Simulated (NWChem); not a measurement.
**C4H4BrN (SMILES Brc1ccc[nH]1) at 4 levels**

Aim: a comparison of 4 runs (HF/STO-3G, HF/3-21G, B3LYP/6-31G*) of C4H4BrN. 

The results are computed with NWChem 7.3.0.

## Step 1: The system as given

The species is C4H4BrN (10 atoms), meant as a singlet with charge 0. As SMILES, `Brc1ccc[nH]1`. Geometry: relaxed at PBE0-D4/def2-TZVP.

Bond lengths: Br1–C2 1.860 Å, C2–C3 1.368 Å, C3–C4 1.417 Å, C4–C5 1.370 Å, C2–N6 1.360 Å, C5–N6 1.366 Å, C3–H7 1.077 Å, C4–H8 1.078 Å, C5–H9 1.078 Å, N6–H10 1.004 Å. Some angles: Br1–C2–C3 130.4°, Br1–C2–N6 120.7°, C3–C2–N6 108.9°, C2–C3–C4 106.4°, C3–C4–C5 107.8°, C4–C5–N6 107.8°, C2–N6–C5 109.1°, C2–C3–H7 125.9°, C4–C3–H7 127.8°, C3–C4–H8 126.4°.

## Step 2: Energy and forces at HF/STO-3G (run 1)

File run.py:

```python
from ase import Atoms
from ase.calculators.nwchem import NWChem

mol = Atoms('BrCCCCNHHHH', positions=[
    [1.591200, 0.324000, -2.449300],
    [0.602900, 0.037800, -0.899200],
    [0.343100, -1.117600, -0.213800],
    [-0.461500, -0.752000, 0.894300],
    [-0.658100, 0.602600, 0.839800],
    [-0.002600, 1.075100, -0.261200],
    [0.691100, -2.101800, -0.480600],
    [-0.852200, -1.416100, 1.648900],
    [-1.206500, 1.265600, 1.488600],
    [0.035800, 2.031200, -0.564400],
])

calc = NWChem(
    label='m1',
    theory='scf',
    memory='2200 mb',
    basis='STO-3G',
    basispar='spherical bse',
    scf={'nopen': '0', 'rhf': None, 'thresh': '1e-08', 'maxiter': '80'},
)
mol.calc = calc

forces = mol.get_forces()
print("Total energy (eV):", round(mol.get_potential_energy(), 6))
print("forces (eV/A):")
for s, f in zip(mol.symbols, forces):
    print(f"{s:2s} {f[0]:10.5f} {f[1]:10.5f} {f[2]:10.5f}")
print("dipole (e A):", mol.get_dipole_moment().round(4))
```

The run is started by

```sh
export ASE_NWCHEM_COMMAND="nwchem PREFIX.nwi > PREFIX.nwo"
python run.py
```

Standard output:

```text
Total energy (eV): -74840.042185
forces (eV/A):
Br    0.08999   -0.00149   -0.13421
C     0.87052   -1.82733   -0.82964
C     0.19684    0.64077   -0.45997
C    -0.37744    0.90004    0.33409
C    -0.51453   -1.41323    1.13077
N    -0.20579    0.55006    0.16609
H    -0.03312    0.01414    0.04566
H     0.01656    0.03029   -0.03276
H    -0.04335    0.05327    0.05137
H     0.00031    1.05338   -0.27135
dipole (e A): [-0.1379  0.3369  0.1194]
```

The calculator wrote m1.nwi:

```
title "m1"

permanent_dir m1

scratch_dir m1

start m1

geometry units angstrom nocenter noautosym noautoz
  Br 1.5911999999999999e+00 3.2400000000000001e-01 -2.4493000000000000e+00
  C  6.0289999999999999e-01 3.7800000000000000e-02 -8.9920000000000000e-01
  C  3.4310000000000002e-01 -1.1175999999999999e+00 -2.1379999999999999e-01
  C  -4.6150000000000002e-01 -7.5200000000000000e-01 8.9429999999999998e-01
  C  -6.5810000000000002e-01 6.0260000000000002e-01 8.3979999999999999e-01
  N  -2.5999999999999999e-03 1.0750999999999999e+00 -2.6119999999999999e-01
  H  6.9110000000000005e-01 -2.1017999999999999e+00 -4.8060000000000003e-01
  H  -8.5219999999999996e-01 -1.4160999999999999e+00 1.6489000000000000e+00
  H  -1.2064999999999999e+00 1.2656000000000001e+00 1.4885999999999999e+00
  H  3.5799999999999998e-02 2.0312000000000001e+00 -5.6440000000000001e-01
end

memory 2200 mb

basis spherical bse noprint
   * library STO-3G
end

scf
  nopen 0
  rhf
  thresh 1e-08
  maxiter 80
end

task scf gradient
```

m1.nwo:

```text
Northwest Computational Chemistry Package (NWChem) 7.3.0
             --------------------------------------------------------

           Job information
           ---------------

    nwchem branch   = 7.3.0
    use scalapack   = T
    input           = m1.nwi
    prefix          = m1.
    data base       = m1/m1.db
    status          = startup
    nproc           =        1

           Memory information
           ------------------

    heap     =     72089596 doubles =      550.0 Mbytes
    stack    =     72089601 doubles =      550.0 Mbytes
    global   =    144179200 doubles =     1100.0 Mbytes (distinct from heap & stack)
    total    =    288358397 doubles =     2200.0 Mbytes
    verify   = yes
    hardfail = no

[... 139 lines left out ...]
 Convergence threshold     :          1.000E-08
[... 13 lines left out ...]
       Final RHF  results
[... 3 lines left out ...]
      One-electron energy =  -4579.681134398636
[... 1 line left out ...]
 Nuclear repulsion energy =    371.247832627687
[... 53 lines left out ...]
                       ROHF Final Molecular Orbital Analysis
[... 239 lines left out ...]
                         RHF ENERGY GRADIENTS

    atom               coordinates                        gradient
                 x          y          z           x          y          z
   1 Br      3.006932   0.612271  -4.628506   -0.001750   0.000029   0.002610
   2 C       1.139316   0.071432  -1.699242   -0.016929   0.035536   0.016134
   3 C       0.648365  -2.111958  -0.404023   -0.003828  -0.012461   0.008945
[... 6 lines of this table left out ...]
  10 H       0.067652   3.838411  -1.066561   -0.000006  -0.020485   0.005277

                 ----------------------------------------
                 |  Time  |  1-e(secs)   |  2-e(secs)   |
                 ----------------------------------------
                 |  CPU   |       0.00   |       0.78   |
                 ----------------------------------------
                 |  WALL  |       0.00   |       0.78   |
                 ----------------------------------------

 Task  times  cpu:        5.7s     wall:        5.7s
 Total times  cpu:        5.8s     wall:        5.8s
```

Wall time 6.9 s (1 thread of AMD EPYC 9R45 (Zen 5), shared host); peak memory 0.1 GiB.

## Step 3: Energy and forces at HF/3-21G (run 2)

Changes to run.py since step 2:

```diff
@@ -3,3 +3,3 @@
 
-mol = Atoms('BrCCCCNHHHH', positions=[
+mol = Atoms(['Br', 'C', 'C', 'C', 'C', 'N', 'H', 'H', 'H', 'H'], positions=[
     [1.591200, 0.324000, -2.449300],
@@ -17,6 +17,6 @@
 calc = NWChem(
-    label='m1',
+    label='struct',
     theory='scf',
     memory='2200 mb',
-    basis='STO-3G',
+    basis='3-21G',
     basispar='spherical bse',
```

The run is started by

```sh
export ASE_NWCHEM_COMMAND="nwchem PREFIX.nwi > PREFIX.nwo"
python run.py
```

Standard output:

```text
Total energy (eV): -75297.058963
forces (eV/A):
Br    0.52188    0.11945   -0.81067
C    -0.40557   -0.90431    0.83988
C     0.42526    0.20790   -0.69014
C    -0.51473    0.12336    0.73899
C    -0.39477   -0.18435    0.63563
N     0.12994    0.62257   -0.35409
H    -0.16784    0.49828    0.12254
H     0.18712    0.29532   -0.35579
H     0.25145   -0.37276   -0.27953
H    -0.03276   -0.40541    0.15308
dipole (e A): [-0.1487  0.338   0.1353]
```

The calculator wrote struct.nwi:

```
title "struct"

permanent_dir struct

scratch_dir struct

start struct

geometry units angstrom nocenter noautosym noautoz
  Br 1.5911999999999999e+00 3.2400000000000001e-01 -2.4493000000000000e+00
  C  6.0289999999999999e-01 3.7800000000000000e-02 -8.9920000000000000e-01
  C  3.4310000000000002e-01 -1.1175999999999999e+00 -2.1379999999999999e-01
  C  -4.6150000000000002e-01 -7.5200000000000000e-01 8.9429999999999998e-01
  C  -6.5810000000000002e-01 6.0260000000000002e-01 8.3979999999999999e-01
  N  -2.5999999999999999e-03 1.0750999999999999e+00 -2.6119999999999999e-01
  H  6.9110000000000005e-01 -2.1017999999999999e+00 -4.8060000000000003e-01
  H  -8.5219999999999996e-01 -1.4160999999999999e+00 1.6489000000000000e+00
  H  -1.2064999999999999e+00 1.2656000000000001e+00 1.4885999999999999e+00
  H  3.5799999999999998e-02 2.0312000000000001e+00 -5.6440000000000001e-01
end

memory 2200 mb

basis spherical bse noprint
   * library 3-21G
end

scf
  nopen 0
  rhf
  thresh 1e-08
  maxiter 80
end

task scf gradient
```

struct.nwo:

```text
Northwest Computational Chemistry Package (NWChem) 7.3.0
             --------------------------------------------------------

           Job information
           ---------------

    nwchem branch   = 7.3.0
    use scalapack   = T
    input           = struct.nwi
    prefix          = struct.
    data base       = struct/struct.db
    status          = startup
    nproc           =        1

           Memory information
           ------------------

    heap     =     72089596 doubles =      550.0 Mbytes
    stack    =     72089601 doubles =      550.0 Mbytes
    global   =    144179200 doubles =     1100.0 Mbytes (distinct from heap & stack)
    total    =    288358397 doubles =     2200.0 Mbytes
    verify   = yes
    hardfail = no

[... 139 lines left out ...]
 Convergence threshold     :          1.000E-08
[... 13 lines left out ...]
       Final RHF  results
[... 3 lines left out ...]
      One-electron energy =  -4588.062493746122
[... 1 line left out ...]
 Nuclear repulsion energy =    371.247832627687
[... 53 lines left out ...]
                       ROHF Final Molecular Orbital Analysis
[... 243 lines left out ...]
                         RHF ENERGY GRADIENTS

    atom               coordinates                        gradient
                 x          y          z           x          y          z
   1 Br      3.006932   0.612271  -4.628506   -0.010149  -0.002323   0.015765
   2 C       1.139316   0.071432  -1.699242    0.007887   0.017586  -0.016333
   3 C       0.648365  -2.111958  -0.404023   -0.008270  -0.004043   0.013421
[... 6 lines of this table left out ...]
  10 H       0.067652   3.838411  -1.066561    0.000637   0.007884  -0.002977

                 ----------------------------------------
                 |  Time  |  1-e(secs)   |  2-e(secs)   |
                 ----------------------------------------
                 |  CPU   |       0.00   |       0.92   |
                 ----------------------------------------
                 |  WALL  |       0.00   |       0.92   |
                 ----------------------------------------

 Task  times  cpu:        6.6s     wall:        6.6s
 Total times  cpu:        6.6s     wall:        6.6s
```

It took 7.8 s on 1 thread of AMD EPYC 9R45 (Zen 5), shared host; peak memory 0.11 GiB.

Run 3 isn't shown in full; the table further down has it.

## Step 4: Energy and forces at B3LYP/6-31G(d) (spherical functions) (run 4)

File nw.nw:

```
START nw
TITLE "C4H4BrN B3LYP"
memory stack 880 mb heap 220 mb global 1100 mb
GEOMETRY units angstrom noautosym nocenter noautoz
  Br       1.591200       0.324000      -2.449300
  C        0.602900       0.037800      -0.899200
  C        0.343100      -1.117600      -0.213800
  C       -0.461500      -0.752000       0.894300
  C       -0.658100       0.602600       0.839800
  N       -0.002600       1.075100      -0.261200
  H        0.691100      -2.101800      -0.480600
  H       -0.852200      -1.416100       1.648900
  H       -1.206500       1.265600       1.488600
  H        0.035800       2.031200      -0.564400
END
BASIS "ao basis" spherical bse
  * library 6-31G*
END
DFT
  xc b3lyp
  grid fine
  convergence energy 1e-08
  maxiter 100
  mulliken
END
TASK dft gradient
```

The run is started by

```sh
nwchem nw.nw > nw.out
```

Standard output:

```text
[...]
          Wavefunction type:  closed shell.
          No. of atoms     :    10
          No. of electrons :    70
[...]
          Charge           :     0
          Spin multiplicity:     1
[...]
          AO basis - number of functions:   110
[...]
              XC Information
              --------------
                         B3LYP Method XC Potential
                     Hartree-Fock (Exact) Exchange  0.200
                        Slater Exchange Functional  0.800 local
                    Becke 1988 Exchange Functional  0.720 non-local
              Lee-Yang-Parr Correlation Functional  0.810
                  VWN I RPA Correlation Functional  0.190 local
[...]
 d= 0,ls=0.0,diis     1  -2783.3460871107 -3.15D+03  1.06D-02  7.18D-01     3.0
[...]
 d= 0,ls=0.0,diis    11  -2783.4309683481 -4.97D-10  1.72D-07  2.72D-10    26.4
         Total DFT energy =    -2783.430968348119
      One electron energy =    -4601.919943337763
           Coulomb energy =     1568.767460583125
    Exchange-Corr. energy =     -121.526318221168
 Nuclear repulsion energy =      371.247832627687
[...]
  wavefunction    = closed shell
                         DFT ENERGY GRADIENTS
    atom               coordinates                        gradient
                 x          y          z           x          y          z
   1 Br      3.006932   0.612271  -4.628506   -0.006568  -0.001768   0.010269
   2 C       1.139316   0.071432  -1.699242   -0.001324   0.003144   0.001156
   3 C       0.648365  -2.111958  -0.404023   -0.001556   0.007857   0.000318
   4 C      -0.872109  -1.421074   1.689982    0.002209   0.005893  -0.004837
   5 C      -1.243629   1.138749   1.586992    0.005602  -0.003584  -0.007431
   6 N      -0.004913   2.031644  -0.493596    0.000568  -0.009329   0.001549
   7 H       1.305990  -3.971826  -0.908202   -0.000569   0.001984   0.000343
   8 H      -1.610424  -2.676041   3.115969    0.000763   0.001474  -0.001517
   9 H      -2.279954   2.391637   2.813046    0.000910  -0.001395  -0.001003
  10 H       0.067652   3.838411  -1.066561   -0.000035  -0.004275   0.001152
[...]
```

It took 34 s on 1 thread of AMD EPYC 9R45 (Zen 5), shared host; peak memory 0.14 GiB.

## Step 5: Overview of the runs

| run | level | Cartesian functions | iteration cap | energy (Eh) | dipole moment (D) | HOMO energy (eV) | LUMO energy (eV) | wall time |
| --- | --- | --- | --- | --- | --- | --- | --- | --- |
| 1 | HF/STO-3G | no | 80 | -2750.320844 | 1.84 | -6.32 | 8.46 | 6.9 s |
| 2 | HF/3-21G | no | 80 | -2767.115901 | 1.89 | -8.12 | 5.10 | 7.8 s |
| 3 | B3LYP/6-31G* (Cartesian functions) | yes | 100 | -2783.443748 | – | – | – | 36 s |
| 4 | B3LYP/6-31G* (spherical functions) | no | 100 | -2783.430968 | 1.88 | -5.66 | 0.27 | 34 s |

## Step 6: Results

```
                       quantity           value
            run 4: total energy  -2783.43097 Eh
           run 4: dipole moment          1.88 D
             run 4: HOMO energy        -5.66 eV
             run 4: LUMO energy         0.27 eV
           run 4: HOMO–LUMO gap         5.93 eV
run 4: largest force on an atom      0.633 eV/Å
```

In words: Over runs 1, 2, 4 the dipole moment (its size) runs from 1.84 D (HF/STO-3G) to 1.89 D (HF/3-21G). Over runs 1, 2, 4 the HOMO–LUMO gap runs from 5.93 eV (B3LYP/6-31G*) to 14.79 eV (HF/STO-3G). The two ends differ in method and basis. In run 1 the basis is minimal, so the values are rough. All runs together took 85 s, the longest 36 s.
